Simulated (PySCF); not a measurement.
# C2H3AlBr2 (SMILES Br/C=[CH]/[AlH][Br]): levels of theory compared

Aim: a comparison of 3 runs (HF/def2-SVP, TPSSh/6-31G, TPSSh/def2-SVP) of C2H3AlBr2. Input form: a Python script.

The results are computed with PySCF 2.14.0.

1 further run of the same task is left out (for a known fault of the program).

### 1 The molecule

The species is C2H3AlBr2 (8 atoms), meant as a singlet with charge 0. SMILES: `Br/C=[CH]/[AlH][Br]`. Geometry: a GFN2-xTB relaxation, a rough one for these elements and not checked as a minimum. This is one conformer, not always the lowest.

Bond lengths: Br1–C2 1.911 Å, C2–C3 1.330 Å, C3–Al4 1.979 Å, Al4–Br5 2.248 Å, C2–H6 1.083 Å, C3–H7 1.089 Å, Al4–H8 1.528 Å. Angles: Br1–C2–C3 124.5°, C2–C3–Al4 118.6°, C3–Al4–Br5 121.1°, Br1–C2–H6 111.2°, C3–C2–H6 124.4°, C2–C3–H7 118.0°, Al4–C3–H7 123.4°, C3–Al4–H8 121.7°, Br5–Al4–H8 117.2°.

### 2 Energy and gradient at HF/def2-SVP (run 1)

Contents of input.py:

```python
import pyscf.grad
from pyscf import gto, scf

molecule = gto.Mole()
molecule.atom = '''
Br       1.265300      -0.546570       2.825010
C        0.500390       0.080810       1.189590
C        0.146560      -0.703090       0.174970
Al      -0.629280       0.131710      -1.442530
Br      -0.918310       2.356920      -1.574630
H        0.392120       1.158400       1.196160
H        0.301120      -1.776220       0.280190
H       -1.057900      -0.701970      -2.648750
'''
molecule.basis = 'def2-svp'
molecule.max_memory = 1860
molecule.spin = 0
molecule.verbose = 4
molecule.build()

calc0 = scf.RHF(molecule)
calc0.conv_tol = 1e-10
calc0.kernel()
if not calc0.converged:
    calc0 = calc0.newton().run(calc0.mo_coeff, calc0.mo_occ)

energy = calc0.e_tot
print('E = %.10f Eh' % energy)
grad = calc0.Gradients().kernel()
calc0.analyze()
```

Started as:

```sh
$ OMP_NUM_THREADS=1 python input.py
```

Standard output:

```text
PySCF version 2.14.0

[... 97 lines left out ...]
MO #10  energy= -58.5077751294396  occ= 2
[... 22 lines left out ...]
MO #33  energy= -3.18102695825806  occ= 2
[... 22 lines left out ...]
MO #56  energy= 0.220938811889472  occ= 0
[... 22 lines left out ...]
MO #79  energy= 0.806481879756041  occ= 0
[... 22 lines left out ...]
MO #102 energy= 1.95076782817666   occ= 0
[... 22 lines left out ...]
MO #125 energy= 4.24569995974144   occ= 0
[... 136 lines left out ...]
Dipole moment(X, Y, Z, Debye): -0.24659, -0.89752, -0.80555
```

Run time: 22 s. Hardware: 1 thread of Intel Xeon Platinum 8375C at 2.90GHz (Ice Lake), shared host; peak memory 0.35 GiB.

### 3 Energy and forces at TPSSh/6-31G (run 2)

Contents of job.py:

```python
# Br/C=[CH]/[AlH][Br]
import pyscf.grad
from pyscf import gto, dft

mol = gto.M(
    atom='''
Br   1.265300  -0.546570   2.825010
C    0.500390   0.080810   1.189590
C    0.146560  -0.703090   0.174970
Al  -0.629280   0.131710  -1.442530
Br  -0.918310   2.356920  -1.574630
H    0.392120   1.158400   1.196160
H    0.301120  -1.776220   0.280190
H   -1.057900  -0.701970  -2.648750
''',
    basis='6-31g',
    max_memory=1860,
    verbose=4,
    charge=0,
)

mf = dft.RKS(mol, xc='tpssh')
mf.conv_tol = 1e-10
mf.grids.level = 5
mf.kernel()
if not mf.converged:
    mf = mf.newton().run(mf.mo_coeff, mf.mo_occ)

e_tot = mf.e_tot
print('E(%s) = %.9f' % ('TPSSH', e_tot))
grad = mf.Gradients().kernel()
mf.analyze()
```

Started as:

```sh
$ OMP_NUM_THREADS=1 python job.py
```

Standard output:

```text
PySCF version 2.14.0

[... 103 lines left out ...]
MO #6   energy= -56.0116743428452  occ= 2
[... 16 lines left out ...]
MO #23  energy= -2.68358080214335  occ= 2
[... 16 lines left out ...]
MO #40  energy= -0.4584910600528   occ= 2
[... 16 lines left out ...]
MO #57  energy= 0.136517356135066  occ= 0
[... 16 lines left out ...]
MO #74  energy= 0.720594326856932  occ= 0
[... 16 lines left out ...]
MO #91  energy= 3.9226455864612    occ= 0
[... 102 lines left out ...]
Dipole moment(X, Y, Z, Debye): -0.05740, -1.42381, -0.48915
```

Run time: 58 s. Hardware: 1 thread of Intel Xeon Platinum 8375C at 2.90GHz (Ice Lake), shared host; peak memory 0.9 GiB.

### 4 Energy and gradient at TPSSh/def2-SVP (run 3)

Contents of run.py:

```python
from pyscf import gto, dft

mol = gto.M(
    atom='''
Br   1.265300  -0.546570   2.825010
C    0.500390   0.080810   1.189590
C    0.146560  -0.703090   0.174970
Al  -0.629280   0.131710  -1.442530
Br  -0.918310   2.356920  -1.574630
H    0.392120   1.158400   1.196160
H    0.301120  -1.776220   0.280190
H   -1.057900  -0.701970  -2.648750
''',
    basis='def2-svp',
    max_memory=1860,
    verbose=4,
)

mf = dft.RKS(mol, xc='tpssh')
mf.conv_tol = 1e-10
mf.grids.level = 5
mf.kernel()
if not mf.converged:
    mf = mf.newton().run(mf.mo_coeff, mf.mo_occ)

etot = mf.e_tot
print('E(%s) = %.9f' % ('TPSSH', etot))
grad = mf.nuc_grad_method().kernel()
mf.analyze()
```

Started as:

```sh
$ OMP_NUM_THREADS=1 python run.py
```

Standard output:

```text
PySCF version 2.14.0

[... 109 lines left out ...]
MO #10  energy= -56.0395138968916  occ= 2
[... 22 lines left out ...]
MO #33  energy= -2.55370068659786  occ= 2
[... 22 lines left out ...]
MO #56  energy= 0.0926638155341983 occ= 0
[... 22 lines left out ...]
MO #79  energy= 0.578613204273382  occ= 0
[... 22 lines left out ...]
MO #102 energy= 1.69735532799096   occ= 0
[... 22 lines left out ...]
MO #125 energy= 3.75658550701968   occ= 0
[... 136 lines left out ...]
Dipole moment(X, Y, Z, Debye): -0.12848, -0.74174, -0.48954
```

It took 94 s on 1 thread of Intel Xeon Platinum 8375C at 2.90GHz (Ice Lake), shared host; peak memory 1.3 GiB.

### 5 All runs side by side

```
run           level  integration grid   energy (Eh)  dipole moment (D)  HOMO energy (eV)  LUMO energy (eV)  wall time
  1     HF/def2-SVP                 –  -5463.517979               1.23            -10.10              1.04       22 s
  2     TPSSh/6-31G                 5  -5467.832584               1.51             -7.10             -2.51       58 s
  3  TPSSh/def2-SVP                 5  -5467.903987               0.90             -7.01             -2.27       94 s
```

### 6 Results

| quantity | value |
| --- | --- |
| run 3: total energy | -5467.90399 Eh |
| run 3: dipole moment | 0.90 D |
| run 3: HOMO energy | -7.01 eV |
| run 3: LUMO energy | -2.27 eV |
| run 3: HOMO–LUMO gap | 4.73 eV |
| run 3: largest force on an atom | 0.923 eV/Å |

The dipole moment (its size) runs from 0.90 D (TPSSh/def2-SVP) to 1.51 D (TPSSh/6-31G). The HOMO–LUMO gap runs from 4.59 eV (TPSSh/6-31G) to 11.13 eV (HF/def2-SVP). The two ends differ in method and basis. All runs together took 2.9 min, the longest 94 s.
